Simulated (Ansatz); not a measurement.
**C7H23NSi3: up Jacob's ladder to CCSD(T)**

Aim: compute C7H23NSi3 with functionals from several rungs and with coupled cluster. The yardstick is the atomisation energy at the CCSD(T) limit.

Method: functionals in def2-TZVPP, the program's frozen cores in correlated methods; program: Ansatz 0.2.0, Gaussian basis.

Levels to be run: LDA (SPW92), PBE-D4, revPBE-D4, BLYP-D4, r2SCAN-D4, B97M-V, PBE0-D4, B3LYP-D4, r2SCANh-D4, r2SCAN0-D4, HSE06-D4, BHLYP-D4, CAM-B3LYP-D4, LC-ωPBE, ωB97X-V, ωB97M-V, B2PLYP, PBE-QIDH; CCSD(T)/def2-SVP; CCSD(T)/def2-TZVPP; MP2/def2-QZVPP; extrapolation to the limit; RPA on PBE.

### 1 Structure used throughout

The geometry comes from an earlier relaxation with PBE0-D4 in a triple-zeta def2 set; it is a stationary point, not always the lowest conformer.

34 atoms, charge 0, spin multiplicity 1.

Atoms are counted from 1 here; the program's logs count them from 0.

Bond lengths: C1–Si2 1.868 Å, C1–H12 1.093 Å, C1–H13 1.094 Å, C1–H14 1.093 Å, Si2–C3 1.870 Å, Si2–N4 1.745 Å, Si2–H15 1.493 Å, C3–H16 1.093 Å, C3–H17 1.094 Å, C3–H18 1.093 Å, N4–Si5 1.736 Å, N4–Si8 1.747 Å, Si5–C6 1.870 Å, Si5–C7 1.869 Å, Si5–H19 1.495 Å, C6–H20 1.094 Å, C6–H21 1.093 Å, C6–H22 1.093 Å and more. Angles: Si2–C1–H12 110.5°, Si2–C1–H13 110.7°, Si2–C1–H14 111.3°, H12–C1–H13 108.1°, H12–C1–H14 108.1°, H13–C1–H14 108.0°, C1–Si2–C3 110.9°, C1–Si2–N4 111.7°, C1–Si2–H15 108.0°, C3–Si2–N4 112.0°, C3–Si2–H15 107.4°, N4–Si2–H15 106.5°, Si2–C3–H16 110.5°, Si2–C3–H17 110.3°, Si2–C3–H18 111.8°, H16–C3–H17 107.9°, H16–C3–H18 108.2°, H17–C3–H18 107.9° and more.

### 2 LDA

This LDA is Slater exchange with PW92 correlation.

in.yaml

```yaml
crystal:
  periodic: [false, false, false]
  atoms:
    - {symbol: C, position_ang: [-1.427435, 0.998288, 2.707075]}
    - {symbol: Si, position_ang: [0.135689, 0.366639, 1.902767]}
    - {symbol: C, position_ang: [1.575656, 1.506338, 2.255345]}
    - {symbol: N, position_ang: [-0.081006, 0.097380, 0.192804]}
    - {symbol: Si, position_ang: [-0.300640, 1.510924, -0.791346]}
    - {symbol: C, position_ang: [1.196025, 1.880149, -1.850707]}
    - {symbol: C, position_ang: [-1.850777, 1.467382, -1.834704]}
    - {symbol: Si, position_ang: [0.105909, -1.532530, -0.408099]}
    - {symbol: C, position_ang: [-0.283318, -1.626803, -2.239284]}
    - {symbol: C, position_ang: [1.870455, -2.104113, -0.151288]}
    - {symbol: C, position_ang: [-1.075699, -2.687154, 0.472583]}
    - {symbol: H, position_ang: [-2.252301, 0.301155, 2.540405]}
    - {symbol: H, position_ang: [-1.289458, 1.108733, 3.786267]}
    - {symbol: H, position_ang: [-1.717381, 1.971172, 2.302770]}
    - {symbol: H, position_ang: [0.460749, -0.960952, 2.503682]}
    - {symbol: H, position_ang: [2.494432, 1.111165, 1.814516]}
    - {symbol: H, position_ang: [1.732166, 1.598483, 3.333856]}
    - {symbol: H, position_ang: [1.407947, 2.508510, 1.853966]}
    - {symbol: H, position_ang: [-0.454911, 2.645859, 0.169246]}
    - {symbol: H, position_ang: [1.059066, 2.817699, -2.396958]}
    - {symbol: H, position_ang: [2.087967, 1.979777, -1.227143]}
    - {symbol: H, position_ang: [1.385639, 1.092346, -2.583711]}
    - {symbol: H, position_ang: [-1.769372, 0.778602, -2.677226]}
    - {symbol: H, position_ang: [-2.714528, 1.173606, -1.233258]}
    - {symbol: H, position_ang: [-2.045818, 2.465476, -2.237769]}
    - {symbol: H, position_ang: [-0.044627, -2.636294, -2.587649]}
    - {symbol: H, position_ang: [-1.342548, -1.453793, -2.440125]}
    - {symbol: H, position_ang: [0.300057, -0.929606, -2.844426]}
    - {symbol: H, position_ang: [2.008388, -3.130422, -0.503344]}
    - {symbol: H, position_ang: [2.148233, -2.073643, 0.905283]}
    - {symbol: H, position_ang: [2.566278, -1.463274, -0.700079]}
    - {symbol: H, position_ang: [-0.883587, -2.729972, 1.546626]}
    - {symbol: H, position_ang: [-2.109730, -2.363136, 0.326022]}
    - {symbol: H, position_ang: [-0.983422, -3.702586, 0.076101]}
basis:
  gaussian: {orbitals: def2-TZVPP}
hamiltonian: {xc: lda}
output: {orbitals: {seedname: orbitals}}
```

After this run come: PBE-D4 (GGA); revPBE-D4 (GGA); BLYP-D4 (GGA); r2SCAN-D4 (meta-GGA); B97M-V (meta-GGA); PBE0-D4 (hybrid); B3LYP-D4 (hybrid); r2SCANh-D4 (hybrid); r2SCAN0-D4 (hybrid); HSE06-D4 (hybrid); BHLYP-D4 (hybrid); CAM-B3LYP-D4 (range-separated); LC-ωPBE (range-separated); ωB97X-V (range-separated); ωB97M-V (range-separated); B2PLYP (double hybrid); PBE-QIDH (double hybrid); CCSD(T) in def2-SVP; CCSD(T) in def2-TZVPP; MP2 in def2-QZVPP; RPA on PBE orbitals.

Before running them: what should the planned runs give, taken together? Wanted: atomisation energy, CCSD(T)/CBS; farthest beyond LDA; mean size of error, GGA; mean size of error, meta-GGA; mean size of error, hybrid; mean size of error, range-separated; mean size of error, double hybrid; gap, smallest and largest; T1 diagnostic.

The runs gave:

| quantity | value |
| --- | --- |
| atomisation energy, CCSD(T)/CBS | 12998.6 kJ/mol |
| functionals within 65.0 kJ/mol (0.5 %) | r2SCAN-D4, B97M-V, PBE0-D4, B3LYP-D4, r2SCANh-D4, HSE06-D4, CAM-B3LYP-D4, ωB97X-V, ωB97M-V, PBE-QIDH |
| farthest beyond LDA | BHLYP-D4 (-203.4 kJ/mol) |
| mean size of error, GGA | 108.8 kJ/mol |
| mean size of error, meta-GGA | 24.0 kJ/mol |
| mean size of error, hybrid | 58.2 kJ/mol |
| mean size of error, range-separated | 52.9 kJ/mol |
| mean size of error, double hybrid | 113.1 kJ/mol |
| gap, smallest and largest | 5.59 eV (LDA (SPW92)), 12.39 eV (LC-ωPBE) |
| T1 diagnostic | 0.0102 |
| triples share of the correlation energy | 3.9 % |

The LDA atomisation energy is off by 1532.4 kJ/mol (12 %): it overbinds. PBE-D4 misses by +105.4 kJ/mol. Double hybrids carry the basis error of their MP2 part in triple zeta, and no dispersion term here, so their miss is partly the set-up's. The rungs meta-GGA, range-separated, hybrid miss on average by less than the doubt on the reference (65.0 kJ/mol), so they tie. The reference freezes the cores and leaves out relativity and excitations past (T), so misses under about 65.0 kJ/mol can't be ranked. Hartree-Fock recovers 76 % of the binding; the rest is correlation. CCSD(T) in def2-SVP is off by -682.5 kJ/mol, more than most functionals: a good method in a small basis is no reference. The gap grows from 5.6 to 12.4 eV across the functionals, mostly with the share of exact exchange.
